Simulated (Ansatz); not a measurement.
# Al9N9 zinc blende off disc (Al9N9): the relaxed shape and its frontier levels

What does Al9N9 zinc blende off disc (Al9N9) look like as a singlet, and where do its frontier electrons sit?

Program: Ansatz 0.2.0, Gaussian basis. Level of theory: RKS PBE0-D4/def2-TZVP. These are calculated values, not measurements.

The runs, in order: relaxation at PBE-D4/def2-SVP; a single point at PBE0-D4/def2-TZVP.

## 1. The starting structure

18 atoms, charge 0, spin multiplicity 1.

Atoms are counted from 1 here; the program's logs count them from 0.

Bond lengths: Al1–N11 1.861 Å, Al1–N12 2.013 Å, Al1–N16 1.814 Å, Al2–N10 1.782 Å, Al2–N14 1.736 Å, Al3–N13 1.827 Å, Al3–N14 1.806 Å, Al3–N15 1.993 Å, Al4–N11 1.799 Å, Al4–N13 1.822 Å, Al4–N17 1.962 Å, Al5–N10 1.814 Å, Al5–N11 1.897 Å, Al5–N12 1.830 Å, Al6–N10 1.897 Å, Al6–N15 1.800 Å, Al6–N18 1.805 Å, Al7–N16 1.836 Å and more. Angles: N11–Al1–N12 93.9°, N11–Al1–N16 129.2°, N12–Al1–N16 97.0°, N10–Al2–N14 150.5°, N13–Al3–N14 140.0°, N13–Al3–N15 95.4°, N14–Al3–N15 117.5°, N11–Al4–N13 135.2°, N11–Al4–N17 119.1°, N13–Al4–N17 94.5°, N10–Al5–N11 130.0°, N10–Al5–N12 122.3°, N11–Al5–N12 98.9°, N10–Al6–N15 120.5°, N10–Al6–N18 113.1°, N15–Al6–N18 124.7°, N16–Al7–N17 127.5°, N16–Al7–N18 98.8° and more.

The start is a GFN2-xTB geometry.

## 2. Relaxation at PBE-D4/def2-SVP

File in.yaml:

```yaml
crystal:
  periodic: [false, false, false]
  atoms:
    - {symbol: Al, position_ang: [-1.582580, 2.061010, -1.154880]}
    - {symbol: Al, position_ang: [-0.926930, -2.381190, 1.768090]}
    - {symbol: Al, position_ang: [0.809820, -2.835730, -0.028790]}
    - {symbol: Al, position_ang: [-0.075400, -0.495710, -1.897770]}
    - {symbol: Al, position_ang: [-1.823200, 0.306320, 0.611040]}
    - {symbol: Al, position_ang: [0.779580, -0.147290, 1.393420]}
    - {symbol: Al, position_ang: [1.142040, 1.902680, -0.734950]}
    - {symbol: Al, position_ang: [-0.509290, 2.667770, 0.998550]}
    - {symbol: Al, position_ang: [2.141330, -0.848800, -0.897450]}
    - {symbol: N, position_ang: [-0.979940, -0.607520, 1.931540]}
    - {symbol: N, position_ang: [-1.609200, 0.204290, -1.271080]}
    - {symbol: N, position_ang: [-2.221550, 2.086830, 0.754270]}
    - {symbol: N, position_ang: [0.803480, -2.078140, -1.691220]}
    - {symbol: N, position_ang: [-0.259320, -3.813030, 1.049570]}
    - {symbol: N, position_ang: [1.920480, -1.415040, 0.819170]}
    - {symbol: N, position_ang: [-0.168310, 3.174420, -0.928960]}
    - {symbol: N, position_ang: [1.556200, 0.593220, -1.863280]}
    - {symbol: N, position_ang: [1.002770, 1.625920, 1.142740]}
basis:
  gaussian: {orbitals: def2-SVP}
hamiltonian: {xc: pbe, dispersion: d4}
scf: {lower_state_search: "off"}
output: {orbitals: {seedname: orbitals}}
relax: {f_tol: 0.03, max_steps: 70}
```

Started as:

```bash
$ ansatz run in.yaml --threads 2 --pin off --events-out ev --progress --plain --max-ram 32768MiB --backend cuda --devices 0, --max-vram 18GiB
```

Further steps of the session: Single point, PBE0-D4/def2-TZVP.

Q: Predict the results of all the runs planned. Wanted: point group; commonest bond; HOMO, LUMO at PBE0-D4/def2-TZVP; dipole at PBE-D4/def2-SVP.

**Answer**, as computed:

| quantity | value |
| --- | --- |
| point group | C1 |
| commonest bond | Al–N, 26 of mean length 1.855 Å |
| HOMO, LUMO at PBE0-D4/def2-TZVP | -6.31, -3.25 eV |
| dipole at PBE-D4/def2-SVP | 2.85 D |

In words: The molecule keeps its bonding pattern by the stored test; the atoms moved 0.08 Å (rms). No usable vibrations, so a minimum isn't proven. Whether this spin is the lowest isn't tested here. The point group is read from a loosely relaxed geometry; soft torsions can leave it below the true symmetry.
